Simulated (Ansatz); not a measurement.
# LiBPt: the cost of one run

Method: DFT PBE, scalar-relativistic, plane waves, PAW, in Ansatz 0.2.0.

### 1 The structure to begin with

It takes space group P-6m2 (No. 187, hexagonal). The conventional cell has a = 3.472 Å, b = 3.472 Å, c = 3.560 Å, α = 90.00°, β = 90.00°, γ = 120.00°. Li (site symmetry -6m2) is surrounded by 6 B at 2.68 Å and 6 Pt at 2.68 Å. B (site symmetry -6m2) has 3 Pt at 2.00 Å and 6 Li at 2.68 Å as nearest neighbours. Pt (site symmetry -6m2) has 3 B at 2.00 Å as nearest neighbours.

Structure file:

```
CELL_PARAMETERS angstrom
3.47248 0.00000 0.00000
-1.73624 3.00725 0.00000
0.00000 0.00000 3.55998
ATOMIC_POSITIONS crystal
Li 0.00000 0.00000 0.00000
B 0.33333 0.66667 0.50000
Pt 0.66667 0.33333 0.50000
```

A structure generator made this guess: species swapped into a database cell of CeZnSi (P-6m2, No. 187), with Li on the Ce sites, B on the Zn sites and Pt on the Si sites. The dimensions are guesses.

### 2 The guess as it stands, on a coarse mesh

Input file input.yaml:

```yaml
crystal:
  lattice:
    - [3.47247789, 0.0, 0.0]
    - [-1.73623894, 3.00725407, 0.0]
    - [0.0, 0.0, 3.55997525]
  atoms:
    - { symbol: Li, position: [0.0, 0.0, 0.0] }
    - { symbol: B, position: [0.33333333, 0.66666667, 0.5] }
    - { symbol: Pt, position: [0.66666667, 0.33333333, 0.5] }
basis:
  ecutwfc: 420
kpoints:
  mp_grid: { grid: [6, 6, 6] }
hamiltonian:
  xc: pbe
scf:
  occupations: { method: gaussian, width: 0.1 }
  lower_state_search: "off"
output:
  forces: true
  stress: true
  eigenvalues: true
```

Launch:

```console
$ ansatz run input.yaml --threads 1 --pin off --max-ram 2560MiB --backend cpu --events-out ev --progress --plain --runs-dir out
```

Q: Estimate wall time and peak memory on 1 thread of Intel Xeon 6975P-C (Granite Rapids), shared host.

About 1.3 s, with a peak of 0.35 GiB.
